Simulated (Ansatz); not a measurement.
# C₈H₁₆: small, medium and large basis sets

How large a basis does C₈H₁₆ need? Two functionals are run in growing sets.

Program: Ansatz 0.2.0, Gaussian basis. Level of theory: one geometry, several basis sets. These are calculated values, not measurements.

The runs, in order: PBE0-D4/def2-SVP; ωB97M-V/def2-SVP; PBE0-D4/def2-QZVPP; ωB97M-V/def2-QZVPP; the functionals' def2-TZVPP values are taken from earlier runs.

**1. The geometry**

All runs share one geometry, relaxed beforehand with PBE0-D4 in a triple-zeta def2 set.

SMILES `C=C(C)C(CC)CC`, 24 atoms, charge 0, spin multiplicity 1.

Atoms are counted from 1 here; the program's logs count them from 0.

Bond lengths: C1–C2 1.329 Å, C1–H9 1.085 Å, C1–H10 1.085 Å, C2–C3 1.497 Å, C2–C4 1.509 Å, C3–H11 1.094 Å, C3–H12 1.094 Å, C3–H13 1.090 Å, C4–C5 1.531 Å, C4–C7 1.531 Å, C4–H14 1.098 Å, C5–C6 1.518 Å, C5–H15 1.095 Å, C5–H16 1.096 Å, C6–H17 1.092 Å, C6–H18 1.094 Å, C6–H19 1.092 Å, C7–C8 1.518 Å and more. Angles: C2–C1–H9 121.3°, C2–C1–H10 121.6°, H9–C1–H10 117.1°, C1–C2–C3 121.3°, C1–C2–C4 121.2°, C3–C2–C4 117.5°, C2–C3–H11 111.4°, C2–C3–H12 111.4°, C2–C3–H13 111.1°, H11–C3–H12 106.6°, H11–C3–H13 108.1°, H12–C3–H13 108.1°, C2–C4–C5 112.2°, C2–C4–C7 112.2°, C2–C4–H14 106.8°, C5–C4–C7 110.3°, C5–C4–H14 107.5°, C7–C4–H14 107.5° and more.

Geometry (Å):

| atom | x (Å) | y (Å) | z (Å) |
| --- | --- | --- | --- |
| C1 | 0.5978 | -1.0883 | 1.7962 |
| C2 | -0.1685 | -0.4910 | 0.8888 |
| C3 | -1.6559 | -0.4302 | 1.0462 |
| C4 | 0.4297 | 0.1509 | -0.3383 |
| C5 | 0.1640 | 1.6579 | -0.3908 |
| C6 | 0.6833 | 2.4180 | 0.8158 |
| C7 | -0.0466 | -0.5171 | -1.6313 |
| C8 | 0.2589 | -2.0017 | -1.7071 |
| H9 | 1.6758 | -1.1321 | 1.6826 |
| H10 | 0.1751 | -1.5524 | 2.6811 |
| H11 | -2.0112 | 0.6043 | 1.0810 |
| H12 | -2.1663 | -0.9077 | 0.2042 |
| H13 | -1.9747 | -0.9286 | 1.9621 |
| H14 | 1.5164 | 0.0085 | -0.2737 |
| H15 | 0.6300 | 2.0497 | -1.3013 |
| H16 | -0.9115 | 1.8327 | -0.5086 |
| H17 | 0.5041 | 3.4908 | 0.7143 |
| H18 | 1.7599 | 2.2690 | 0.9385 |
| H19 | 0.2046 | 2.0816 | 1.7383 |
| H20 | -1.1232 | -0.3501 | -1.7506 |
| H21 | 0.4290 | 0.0002 | -2.4715 |
| H22 | -0.0658 | -2.4240 | -2.6608 |
| H23 | -0.2377 | -2.5547 | -0.9066 |
| H24 | 1.3325 | -2.1857 | -1.6084 |

**2. PBE0-D4 in def2-SVP**

The input, in.yaml:

```yaml
crystal:
  periodic: [false, false, false]
  atoms:
    - {symbol: C, position_ang: [0.597831, -1.088271, 1.796155]}
    - {symbol: C, position_ang: [-0.168488, -0.491042, 0.888807]}
    - {symbol: C, position_ang: [-1.655883, -0.430196, 1.046207]}
    - {symbol: C, position_ang: [0.429716, 0.150867, -0.338327]}
    - {symbol: C, position_ang: [0.163966, 1.657883, -0.390786]}
    - {symbol: C, position_ang: [0.683348, 2.418018, 0.815794]}
    - {symbol: C, position_ang: [-0.046630, -0.517081, -1.631258]}
    - {symbol: C, position_ang: [0.258944, -2.001725, -1.707148]}
    - {symbol: H, position_ang: [1.675776, -1.132124, 1.682599]}
    - {symbol: H, position_ang: [0.175107, -1.552418, 2.681093]}
    - {symbol: H, position_ang: [-2.011176, 0.604328, 1.080985]}
    - {symbol: H, position_ang: [-2.166315, -0.907710, 0.204160]}
    - {symbol: H, position_ang: [-1.974681, -0.928646, 1.962132]}
    - {symbol: H, position_ang: [1.516449, 0.008541, -0.273662]}
    - {symbol: H, position_ang: [0.630029, 2.049737, -1.301332]}
    - {symbol: H, position_ang: [-0.911545, 1.832651, -0.508555]}
    - {symbol: H, position_ang: [0.504140, 3.490804, 0.714314]}
    - {symbol: H, position_ang: [1.759907, 2.269018, 0.938492]}
    - {symbol: H, position_ang: [0.204559, 2.081645, 1.738316]}
    - {symbol: H, position_ang: [-1.123170, -0.350072, -1.750619]}
    - {symbol: H, position_ang: [0.429008, 0.000193, -2.471548]}
    - {symbol: H, position_ang: [-0.065764, -2.424019, -2.660824]}
    - {symbol: H, position_ang: [-0.237675, -2.554703, -0.906589]}
    - {symbol: H, position_ang: [1.332548, -2.185675, -1.608423]}
basis:
  gaussian: {orbitals: def2-SVP}
hamiltonian: {xc: pbe0, dispersion: d4}
output: {orbitals: {seedname: orbitals}}
```

The run is started by

```console
> ansatz run in.yaml --threads 4 --pin off --events-out ev --progress --plain --max-ram 66560MiB --backend cpu
```

After this run come: ωB97M-V in def2-SVP; PBE0-D4 in def2-QZVPP; ωB97M-V in def2-QZVPP.

Before running them: what should the planned runs give, taken together? Wanted: PBE0-D4: double and triple zeta above quadruple; ωB97M-V: double and triple zeta above quadruple.

As calculated:

| quantity | value |
| --- | --- |
| PBE0-D4: double and triple zeta above quadruple | 9.62, 0.48 eV |
| ωB97M-V: double and triple zeta above quadruple | 10.22, 0.47 eV |

In words: For PBE0-D4 the step from double to triple zeta gains 9.14 eV and the next only 0.48 eV. Total energies overstate the basis error of differences, where much of it tends to cancel. The LUMO of ωB97M-V is positive and keeps falling with the basis (2.92 to 1.71 eV): an unbound level that the basis holds in place.
